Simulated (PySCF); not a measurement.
# CH5BFN: the cost of one run

Programs: PySCF 2.14.0, with density-fitted response routines of our own. Each step states its level of theory. These are calculated values for one molecule in the gas phase, unless marked as measured. Atoms are numbered from 0 throughout.

**1. The molecule as given**

9 atoms, charge 0, multiplicity 1; geometry from: GFN2-xTB. The atoms were then displaced at random by about 0.01 Å, so the start is not that level's minimum.

Bonds of the start (Å): C0–B1 1.56, B1–N2 1.38, B1–F3 1.35, C0–H4 1.08, C0–H5 1.12, C0–H6 1.10, N2–H7 1.04, N2–H8 0.98.

**2. Geometry optimisation at PBE0-D3(BJ)/def2-SVP**

Job settings and geometry (Å):

```
{"job": {"xc": "PBE0", "basis": "def2-SVP", "d3": "d3bj", "grid": 1, "shake": 0.01, "kind": "geom"}, "charge": 0, "multiplicity": 1}
C     -1.162030     0.002750    -0.219360
B      0.226770     0.179080     0.472740
N      1.409320    -0.211650    -0.114680
F      0.353150     0.734650     1.693340
H     -1.307350    -0.956990    -0.691060
H     -1.310110     0.770760    -1.016430
H     -1.984110     0.171640     0.484170
H      2.329370    -0.084460     0.352810
H      1.502810    -0.622940    -0.995250
```

On the command line:

```console
$ OMP_NUM_THREADS=1 python probes_run.py task.json out
```

The driver reads the jobs from task.json and runs them one after another.

Q: Estimate the wall time and peak memory of this first job on 1 thread of Arm Neoverse V1, shared host.

About 28 s, with a peak of 0.34 GiB.
